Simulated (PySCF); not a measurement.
# BBrFH: the cost of one run

The runs use PySCF 2.14.0, with density-fitted response routines of our own; the level of theory stands in each step. All values are computed, except where a source is named. Atoms are numbered from 0 throughout.

## 1. Starting geometry

4 atoms, charge 0, multiplicity 1; geometry from: GFN2-xTB.

Bonds of the start (Å): F0–B1 1.31, B1–Br2 1.85, B1–H3 1.17.

## 2. Geometry optimisation at PBE0-D3(BJ)/def2-SVP

What the job is given:

```
{"job": {"xc": "PBE0", "basis": "def2-SVP", "d3": "d3bj", "grid": 1, "kind": "geom"}, "charge": 0, "multiplicity": 1}
F     -0.944223    -0.960121    -0.001932
B     -0.139894     0.068858    -0.006405
Br     1.686410    -0.253087     0.000460
H     -0.592059     1.149123    -0.014977
```

Run with:

```sh
$ OMP_NUM_THREADS=1 python probes_run.py task.json out
```

The driver reads the jobs from task.json and runs them one after another.

**Question.** How long does this first job take on 1 thread of Arm Neoverse V1, shared host, and how much memory does it need?

About 5.9 s, with a peak of 0.3 GiB.
